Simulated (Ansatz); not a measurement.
# Ta3AsAu2O13 (P1) in Ansatz: Born charges and dielectric tensor with PBE

Aim: the Born charges and dielectric tensor of Ta3AsAu2O13 with PBE.

Program: Ansatz 0.2.0. These are calculated values, not measurements. Logs are shortened: lines on timing, memory, paths and dates and some standing lists are left out, and cuts for length are marked.

## (1) The structure

The typed cell holds 19 atoms: a = 5.887 Å, b = 6.310 Å, c = 7.976 Å, α = 73.43°, β = 76.58°, γ = 69.60°.

The cell was built by a generator and needn't be a form met in nature.

## (2) Born charges and dielectric tensor, PBE

File input.yaml:

```yaml
crystal:
  lattice:
    - [5.88672, -0.00071, 0.00161]
    - [2.20057, 5.91386, -0.00164]
    - [1.84923, 1.74129, 7.56108]
  atoms:
    - { symbol: Ta, position: [0.39605, 0.05, 0.58683] }
    - { symbol: Ta, position: [0.95891, 0.61806, 0.76348] }
    - { symbol: Ta, position: [0.06984, 0.27356, 0.18903] }
    - { symbol: As, position: [0.07072, 0.88917, 0.02743] }
    - { symbol: Au, position: [0.21939, 0.67567, 0.38144] }
    - { symbol: Au, position: [0.68925, 0.45927, 0.56874] }
    - { symbol: O, position: [0.16689, 0.59518, 0.16534] }
    - { symbol: O, position: [0.86104, 0.11514, 0.11677] }
    - { symbol: O, position: [0.2695, 0.96377, 0.83676] }
    - { symbol: O, position: [0.87527, 0.82792, 0.92] }
    - { symbol: O, position: [0.70329, 0.78261, 0.54686] }
    - { symbol: O, position: [0.17528, 0.40817, 0.5935] }
    - { symbol: O, position: [0.27798, 0.9264, 0.17203] }
    - { symbol: O, position: [0.64612, 0.14878, 0.61595] }
    - { symbol: O, position: [0.14281, 0.39538, 0.93941] }
    - { symbol: O, position: [0.30048, 0.17203, 0.35732] }
    - { symbol: O, position: [0.19051, 0.80386, 0.59347] }
    - { symbol: O, position: [0.70787, 0.4714, 0.81379] }
    - { symbol: O, position: [0.77878, 0.42364, 0.31185] }
hamiltonian:
  xc: pbe
  pseudopotentials: { kind: paw }
kpoints:
  mp_grid: { grid: [4, 4, 3] }
scf:
  occupations: { method: fixed }
output:
  eigenvalues: true
dielectric:
  method: response
```

Potentials or basis: Ansatz PAW.

The run is started by

```
ansatz run input.yaml --threads 8 --pin off --max-ram 20480MiB --backend cpu --events-out ev --progress --plain --runs-dir out
```

Output:

```text
Warning: RAYON_NUM_THREADS=8 ignored (pool sized by the plan → 8); use --threads N
Engine: ansatz 0.2.0, x86_64-unknown-linux-gnu
Pseudopotentials: kind: paw
Pseudopotential: Ta, paw, valence charge 13, recommended cutoff 420 eV (normal), Ta.paw.azcp
Pseudopotential: As, paw, valence charge 15, recommended cutoff 420 eV (normal), As.paw.azcp
Pseudopotential: Au, paw, valence charge 19, recommended cutoff 420 eV (normal), Au.paw.azcp
Pseudopotential: O, paw, valence charge 6, recommended cutoff 420 eV (normal), O.paw.azcp
Functional definition: PBE
  parameter kappa = 0.804
  parameter beta = 0.06672455060314922
  exchange = pbe_x(kappa = kappa, mu = beta*pi^2/3)
  correlation = pbe_c(beta = beta)
Crystal: 19 atoms, lattice volume = 263.243 Å³
Basis set: ecut = 420 eV, 5155 PW (Γ), exchange–correlation on 80×90×108 points (8 copies of the dense FFT grid, shifted against one another)
Bands: 104, of which v1, the nominal top of the filled ones, is band 85 counted from 1 (84 counted from 0)
Symmetry: 1 space group operations
k-points: 26 of 48 (time reversal used)
Non-local potential: Ta, projectors of the file, l = 0: 3, l = 1: 2, l = 2: 2, l = 3: 1
Non-local potential: As, projectors of the file, l = 0: 2, l = 1: 2, l = 2: 3, l = 3: 1
Non-local potential: Au, projectors of the file, l = 0: 3, l = 1: 2, l = 2: 2, l = 3: 1
Non-local potential: O, projectors of the file, l = 0: 2, l = 1: 2, l = 2: 1
PAW form: soft (Blöchl's): semilocal exchange-correlation on the pseudo side does not see the compensation charge
PAW one-centre angular grid: Ta, 590 points (default); XC on 64 Gauss nodes
PAW one-centre angular grid: As, 590 points (default); XC on 64 Gauss nodes
PAW one-centre angular grid: Au, 590 points (default); XC on 64 Gauss nodes
PAW one-centre angular grid: O, 110 points (default); XC on 64 Gauss nodes
Initial density: superposition of atomic densities (neutral atoms: chi_scale 0, normalization atom), corrected by the library's trained network
Initial wavefunctions: pseudopotential atomic-orbital guess
Functional: x = pbe(κ = 0.804, μ = 0.2195149727645171), c = pbe(β = 0.06672455060314922)
SCF iter   1: F=—  HF=-68327.033781 eV  |F-HF|=—  |Δ(HF+E_count)|=         —  Δρ=7.10e-3  dr2=9.21e-2  ethr=1.77e-3  ⟨swp⟩=5.0  Hψ=8766  notcnv=0  defer=442
preconditioner: auto → Resta (q_TF=auto, 2.537 Å⁻¹)  ε∞=5.8  [insulator: Δε(μ)=1.580 eV  Ē_g=11.395 eV  n_scr=78 (ndim 8)  ℏωp=25.1 eV  f_vac=0.160  ε∞_Penn≈5.8]
SCF iter   2: F=—  HF=-68327.025992 eV  |F-HF|=—  |Δ(HF+E_count)|=   7.79e-3  Δρ=3.59e-3  dr2=1.71e-2  ethr=5.41e-5  ⟨swp⟩=2.0  Hψ=4706  notcnv=0  defer=442
SCF iter   3: F=—  HF=-68327.025627 eV  |F-HF|=—  |Δ(HF+E_count)|=   3.66e-4  Δρ=1.68e-3  dr2=6.48e-3  ethr=1.01e-5  ⟨swp⟩=2.0  Hψ=3565  notcnv=0  defer=442
SCF iter   4: F=—  HF=-68327.025203 eV  |F-HF|=—  |Δ(HF+E_count)|=   4.23e-4  Δρ=5.67e-4  dr2=1.11e-3  ethr=3.81e-6  ⟨swp⟩=2.0  Hψ=3665  notcnv=0  defer=442
SCF iter   5: F=—  HF=-68327.025147 eV  |F-HF|=—  |Δ(HF+E_count)|=   5.67e-5  Δρ=2.66e-4  dr2=1.94e-4  ethr=6.51e-7  ⟨swp⟩=2.0  Hψ=3626  notcnv=0  defer=395
SCF iter   6: F=—  HF=-68327.025177 eV  |F-HF|=—  |Δ(HF+E_count)|=   3.00e-5  Δρ=1.43e-4  dr2=6.79e-5  ethr=1.14e-7  ⟨swp⟩=2.0  Hψ=3883  notcnv=0  defer=349
SCF iter   7: F=—  HF=-68327.025189 eV  |F-HF|=—  |Δ(HF+E_count)|=   1.21e-5  Δρ=5.59e-5  dr2=8.53e-6  ethr=3.99e-8  ⟨swp⟩=2.0  Hψ=3604  notcnv=0  defer=349
SCF iter   8: F=—  HF=-68327.025173 eV  |F-HF|=—  |Δ(HF+E_count)|=   1.61e-5  Δρ=3.20e-5  dr2=2.79e-6  ethr=5.02e-9  ⟨swp⟩=2.0  Hψ=3768  notcnv=0  defer=349
[... 31 lines left out ...]
E sigma→0 (E₀):  -68327.025174 eV
Fermi energy:    7.346083 eV
--- Per-component energies (eV) ---
  E_band       = -1995.289481
  E_kinetic    = 4657.755806
  E_local      = -17089.449129  (includes V_loc(G=0)·N_el)
  E_nonlocal   = 151.420434
  E_hartree    = 7016.022595
  E_xc         = -2136.736958
  E_vxc        = -2448.568027  (∫ρ·V_xc dr)
  E_paw        = -48495.742901  (= ΣΔE_a)
  E_vpaw       = -1298.529444  (= ΣTr[D̂ρ^β])
  E_aug_tail   = 0.035553  (compensation charges beyond the density's cutoff)
  E_ewald      = -12430.330574
  E_smearing   = -0.000000  (= −TS)
  E_closure    = 0.000000  (closes the sum)
  Σ components = -68327.025174   (vs F -68327.025174, Δ=0.00e0)
--- Band table (eV; the first three rows and the last of 26) ---
  k-point 0: bands = ["-98.0491", "-97.7380", "-60.5434", "-60.4605", "-60.3771", "-49.8382", "-49.6492", "-49.5045", "-49.3409", "-48.8802", "-48.5931", "-29.2093", "-29.1771", "-29.1741", "-29.1311", "-29.1046", "-27.1694", "-27.1414", "-27.1308", "-27.0755", "-27.0253", "-27.0131", "-26.9652", "-26.9448", "-26.8931", "-12.5573", "-10.8343", "-10.6232", "-10.4966", "-10.2078", "-9.9473", "-9.7768", "-9.7387", "-9.5518", "-9.4476", "-9.3151", "-9.2602", "-8.9779", "-2.0646", "0.6339", "0.6989", "0.8497", "1.2053", "1.5623", "1.6149", "1.9778", "2.2607", "2.3834", "2.5732", "2.6730", "2.7509", "2.8597", "3.0134", "3.1832", "3.3513", "3.4552", "3.6988", "3.9196", "3.9509", "4.1723", "4.2022", "4.3805", "4.4481", "4.6003", "4.7855", "5.0169", "5.1703", "5.2327", "5.3435", "5.4159", "5.5731", "5.6357", "5.8140", "5.8316", "6.0428", "6.1770", "6.3430", "6.4686", "6.6231", "6.6829", "6.8674", "6.9117", "7.0176", "7.1177", "7.3099", "9.0379", "9.3210", "10.5157", "11.0740", "11.1904", "11.2740", "11.6518", "11.8052", "12.0289", "12.2162", "12.5140", "12.6375", "13.2383", "14.1537", "14.2306", "14.5075", "14.9540", "15.0994", "15.2096"]
  k-point 1: bands = ["-98.0491", "-97.7380", "-60.5434", "-60.4605", "-60.3771", "-49.8381", "-49.6492", "-49.5045", "-49.3409", "-48.8802", "-48.5931", "-29.2093", "-29.1771", "-29.1741", "-29.1311", "-29.1046", "-27.1737", "-27.1403", "-27.1273", "-27.0737", "-27.0242", "-27.0143", "-26.9676", "-26.9445", "-26.8932", "-12.5270", "-11.0315", "-10.5649", "-10.3976", "-10.2406", "-9.8794", "-9.8005", "-9.7458", "-9.5775", "-9.3973", "-9.3035", "-9.2706", "-8.9849", "-2.1468", "0.6793", "0.7940", "0.9236", "1.3121", "1.4558", "1.5838", "1.9677", "2.0026", "2.4280", "2.5957", "2.6358", "2.7512", "2.8810", "3.0443", "3.2551", "3.4215", "3.5889", "3.6753", "3.8158", "3.8570", "3.9774", "4.2361", "4.4810", "4.6030", "4.7092", "4.7760", "4.9802", "5.0900", "5.2069", "5.3055", "5.5329", "5.5705", "5.6378", "5.7622", "5.9054", "6.0123", "6.1258", "6.2978", "6.4012", "6.5687", "6.7553", "6.8116", "6.9532", "7.0352", "7.0920", "7.3381", "9.0899", "9.1191", "10.6861", "10.9363", "11.2207", "11.3751", "11.7349", "11.9140", "12.1259", "12.2342", "12.5209", "12.7759", "13.0779", "14.0078", "14.1905", "14.3521", "14.5238", "15.1083", "15.2356"]
  k-point 2: bands = ["-98.0491", "-97.7380", "-60.5434", "-60.4605", "-60.3771", "-49.8381", "-49.6492", "-49.5045", "-49.3409", "-48.8802", "-48.5931", "-29.2093", "-29.1771", "-29.1741", "-29.1311", "-29.1046", "-27.1732", "-27.1412", "-27.1258", "-27.0750", "-27.0240", "-27.0148", "-26.9670", "-26.9447", "-26.8934", "-12.4929", "-10.8417", "-10.6835", "-10.4608", "-10.2384", "-10.0183", "-9.8150", "-9.6706", "-9.5474", "-9.4478", "-9.3233", "-9.2283", "-9.0175", "-2.0294", "0.6735", "0.7277", "1.1394", "1.2402", "1.4898", "1.6247", "1.9582", "2.2967", "2.4213", "2.5813", "2.6642", "2.7701", "2.8646", "2.9848", "3.1760", "3.3176", "3.4331", "3.6088", "3.8417", "4.0480", "4.0960", "4.3584", "4.4264", "4.5091", "4.5851", "4.7861", "4.8728", "5.0405", "5.2015", "5.3236", "5.3933", "5.5090", "5.6356", "5.7625", "5.8607", "6.0568", "6.1672", "6.2780", "6.4083", "6.4895", "6.6417", "6.7889", "6.8630", "7.0559", "7.1069", "7.2100", "9.1894", "9.4507", "10.6222", "11.0130", "11.1904", "11.3325", "11.5759", "11.9672", "12.0670", "12.3985", "12.5546", "12.8294", "13.2913", "14.0925", "14.2455", "14.3395", "14.6351", "14.8576", "15.1638"]
  k-point 25: bands = ["-98.0491", "-97.7380", "-60.5434", "-60.4605", "-60.3771", "-49.8382", "-49.6492", "-49.5045", "-49.3409", "-48.8801", "-48.5932", "-29.2093", "-29.1771", "-29.1741", "-29.1311", "-29.1046", "-27.1743", "-27.1421", "-27.1247", "-27.0746", "-27.0243", "-27.0147", "-26.9670", "-26.9442", "-26.8937", "-12.3950", "-10.8798", "-10.8054", "-10.4751", "-10.1845", "-9.9365", "-9.8628", "-9.7070", "-9.5798", "-9.4410", "-9.2837", "-9.2402", "-9.0356", "-2.0156", "0.6971", "0.8615", "1.1391", "1.3301", "1.5641", "1.6786", "2.0076", "2.1417", "2.3460", "2.4521", "2.6947", "2.7943", "2.9032", "2.9992", "3.2163", "3.2935", "3.4995", "3.6408", "3.8160", "4.0350", "4.1585", "4.2038", "4.4818", "4.5480", "4.6382", "4.8040", "4.9005", "4.9955", "5.0301", "5.1690", "5.2988", "5.3787", "5.5597", "5.6819", "5.9477", "6.0202", "6.1966", "6.3459", "6.4310", "6.5586", "6.6827", "6.8075", "6.8706", "6.9398", "7.0034", "7.2767", "9.1615", "9.5611", "10.6934", "10.9151", "11.3889", "11.5901", "11.6526", "11.9155", "12.2293", "12.3998", "12.5092", "12.9406", "13.2703", "13.4945", "14.0087", "14.4173", "14.8177", "14.9368", "15.2921"]
--- Dielectric response (ions clamped): 3 representative field directions + reference, inside a basis on a mesh of 384 k-points (Σ response iterations 24) ---
  ε∞ (high-frequency dielectric tensor):
        4.654583     0.935139     0.724008
        0.935139     6.016558     0.332025
        0.724008     0.332025     5.941992
  Born effective charges Z* (e; rows j = field, columns β = displacement):
    site 0:
         6.92953    0.33482    1.01267
         0.40312    7.99486    0.10032
         0.92822   -0.30322    5.71344
    site 1:
         5.83023    0.73873    0.92768
         0.51804    4.98186    0.21426
         1.95137    0.23388    7.20974
    site 2:
         4.42672    0.70402    1.10200
         0.71863    6.56645    0.46282
         0.91490    0.72750    6.96689
    site 3:
         3.44675    0.79871    0.73457
         0.99036    4.09936    0.76243
         0.95383   -0.07900    6.75362
    site 4:
[... 44 lines left out ...]
        -2.50404    0.42846   -2.28093
         0.40650   -1.51118    0.61687
        -2.33032    0.70615   -3.59096
    site 16:
        -2.46570   -0.97263    0.40308
        -0.99771   -1.80529    0.03504
         0.36152   -0.28859   -1.86259
    site 17:
        -2.63693   -0.72280   -0.31956
        -0.84637   -0.97101   -0.27761
        -1.14882   -0.64403   -1.08447
    site 18:
        -1.49155    0.42357    0.45243
         1.02648   -2.04692   -1.75003
         1.19985   -1.66523   -2.39802
  Z* charge neutrality: 2.716e-2 e pre-enforcement
  solved inside a basis spanned on kpoints, on 8×8×6 k-points, taken by the longest dipole's decay: ε∞ is read to err by 3.0e-2, Z* by 1.2e-1 e (field_mesh: kpoints solves on kpoints); Z* is corrected for what the basis lacks
```

It took 3.8 min on 8 threads of AMD EPYC 7B13 (Zen 3), shared host; peak memory 7.3 GiB.

Results:

```
Free energy                             : -68327.0252 eV
Band gap on the k mesh                  : 1.60 eV, indirect (least direct gap 1.66 eV)
Electronic dielectric tensor (diagonal) : 4.65, 6.02, 5.94
Born charges (mean of the diagonal)     : Ta +6.88, +6.01, +5.99; As +4.77; Au +1.80, +2.58; O -1.75, -1.78, -2.58, -2.32, -2.23, -1.60, -2.56, -2.85, -2.54, -2.04, -1.56, -1.98 e
```

Electronic dielectric tensor:
```
4.65 0.94 0.72
0.94 6.02 0.33
0.72 0.33 5.94
```

Born effective charge tensors (e):
atom 1, Ta
```
 6.93  0.33  1.01
 0.40  7.99  0.10
 0.93 -0.30  5.71
```
atom 2, Ta
```
5.83 0.74 0.93
0.52 4.98 0.21
1.95 0.23 7.21
```
atom 3, Ta
```
4.43 0.70 1.10
0.72 6.57 0.46
0.91 0.73 6.97
```
atom 4, As
```
 3.45  0.80  0.73
 0.99  4.10  0.76
 0.95 -0.08  6.75
```
atom 5, Au
```
 1.05  0.18  0.39
 0.26  1.27 -0.45
 0.18 -0.30  3.08
```
atom 6, Au
```
2.27 1.18 0.09
1.35 3.33 0.71
0.19 0.93 2.13
```
atom 7, O
```
-1.16 -0.74 -0.48
-0.73 -1.97  0.04
-0.88 -0.12 -2.10
```
atom 8, O
```
-1.31 -0.51 -0.29
-0.93 -2.38 -0.68
-0.74 -0.43 -1.63
```
atom 9, O
```
-1.39 -0.23  0.98
-0.30 -1.24  0.19
 1.16 -0.02 -5.11
```
atom 10, O
```
-1.67 -1.14 -1.24
-1.00 -2.55 -1.43
-1.06 -1.13 -2.74
```
atom 11, O
```
-2.22  0.29 -0.17
 1.38 -3.63  0.03
-0.32  0.06 -0.84
```
atom 12, O
```
-1.35  0.54  0.18
 0.39 -3.10  0.06
 0.49 -0.04 -2.24
```
atom 13, O
```
-0.76 -0.24 -0.28
 0.06 -2.35  0.44
-0.40  0.68 -1.70
```
atom 14, O
```
-3.92 -1.34 -0.14
-2.72 -3.22  0.05
-0.16 -0.07 -0.55
```
atom 15, O
```
-1.08  0.27 -1.08
 0.03 -1.46  0.87
-1.28  1.76 -6.00
```
atom 16, O
```
-2.50  0.43 -2.28
 0.41 -1.51  0.62
-2.33  0.71 -3.59
```
atom 17, O
```
-2.47 -0.97  0.40
-1.00 -1.81  0.04
 0.36 -0.29 -1.86
```
atom 18, O
```
-2.64 -0.72 -0.32
-0.85 -0.97 -0.28
-1.15 -0.64 -1.08
```
atom 19, O
```
-1.49  0.42  0.45
 1.03 -2.05 -1.75
 1.20 -1.67 -2.40
```

Caveat: odd divisions of the mesh miss points on the zone boundary, where band edges often lie, so the gap on the mesh can be too wide; spin-orbit coupling is left out, which moves the levels of the heavy elements. A k mesh can miss the band edges.
